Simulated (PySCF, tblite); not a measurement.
# C6H12FNSi: geometry, infrared bands and NMR shifts

What infrared bands and NMR shifts should C6H12FNSi (`C[C@@H]([SiH3])CC[C@H](F)C#N`) show?

Computed with tblite 0.8.0 and PySCF 2.14.0, with density-fitted response routines of our own, on a single molecule in the gas phase. Atoms count from 0, in the outputs and in this text.

### 1 The molecule as given

21 atoms, charge 0, multiplicity 1; geometry from: force field or distance geometry start.

Bonds of the start (Å): C0–C1 1.53, C1–Si2 1.88, C1–C3 1.50, C3–C4 1.52, C4–C5 1.52, C5–F6 1.37, C5–C7 1.45, C7–N8 1.16, C0–H9 1.09, C0–H10 1.10, C0–H11 1.10, C1–H12 1.11, Si2–H13 1.47, Si2–H14 1.49, Si2–H15 1.47, C3–H16 1.13, C3–H17 1.10, C4–H18 1.10, C4–H19 1.13, C5–H20 1.11.

### 2 Geometry optimisation with GFN2-xTB

Job settings and geometry (Å):

```
{"job": {"kind": "relax", "xc": "GFN2-xTB", "basis": "xTB"}, "charge": 0, "multiplicity": 1}
C      1.939400    -1.458600     0.118900
C      1.082700    -0.297400     0.613900
Si     2.020600     1.246300     0.080800
C     -0.253200    -0.357900    -0.072100
C     -1.187200     0.756200     0.380800
C     -2.476500     0.546900    -0.405400
F     -3.388200     1.514600    -0.087000
C     -3.023800    -0.771600    -0.132700
N     -3.465700    -1.819000     0.078400
H      2.836800    -1.098400    -0.379100
H      2.241500    -2.034100     1.009700
H      1.284400    -2.070300    -0.526100
H      0.934500    -0.306700     1.715600
H      3.421800     0.870900    -0.133300
H      1.375000     1.686400    -1.191300
H      1.901200     2.285600     1.107700
H     -0.736500    -1.365600     0.073000
H     -0.104500    -0.267200    -1.162600
H     -0.761900     1.763200     0.233400
H     -1.403200     0.590700     1.473200
H     -2.246200     0.603000    -1.486800
```

Started as:

```console
> OMP_NUM_THREADS=1 python probes_run.py task.json out
```

One launch serves the whole session: the jobs run in the order shown.

**Question.** This job is followed by: GFN2-xTB harmonic vibrations, gas phase; GIAO PBE0/pcSseg-1 NMR shielding, non-relativistic, gas phase. What will the session give for the following? strongest single infrared mode (GFN2-xTB); zero-point energy (GFN2-xTB); 13C shifts against TMS (PBE0/pcSseg-1); 1H shifts against TMS (PBE0/pcSseg-1, means over atoms taken as alike); 29Si shifts against TMS (PBE0/pcSseg-1); 19F shifts against CFCl3 (PBE0/pcSseg-1); 15N shifts against NH3 (PBE0/pcSseg-1).

As calculated:

```
                                                              quantity                                               value
                             strongest single infrared mode (GFN2-xTB)                               2259 cm⁻¹, 316 km/mol
                                          zero-point energy (GFN2-xTB)                                      102.4 kcal/mol
                                13C shifts against TMS (PBE0/pcSseg-1)             121.9, 83.1, 40.3, 35.0, 22.1, 19.7 ppm
1H shifts against TMS (PBE0/pcSseg-1, means over atoms taken as alike)  5.07, 3.79, 2.19, 1.95, 1.77, 1.27, 1.00, 0.99 ppm
                               29Si shifts against TMS (PBE0/pcSseg-1)                                           -62.1 ppm
                              19F shifts against CFCl3 (PBE0/pcSseg-1)                                          -212.5 ppm
                                15N shifts against NH3 (PBE0/pcSseg-1)                                           315.1 ppm
```

In words: Over 95 steps the energy fell by 0.565 eV; of the close pairs, C4–H19 changed most, 1.126 to 1.093 Å. No mode is imaginary among the 57: a minimum at this level. The strongest single mode, at 2259 cm⁻¹, moves mainly H15. GFN2-xTB is a fitted tight-binding method: band positions and strengths are rough. Its intensities can rank the bands wrongly. The most deshielded carbon is C7 (nitrile carbon), at 121.9 ppm: typical of a nitrile. H20 (hydrogen on an sp3 CH bonded to F, α to a nitrile) lies farthest downfield among hydrogen, at 5.07 ppm; its carbon carries F, hence the downfield position. At PBE0/pcSseg-1: The largest span, 486 ppm, is at N8, where the paramagnetic term is -385 ppm.
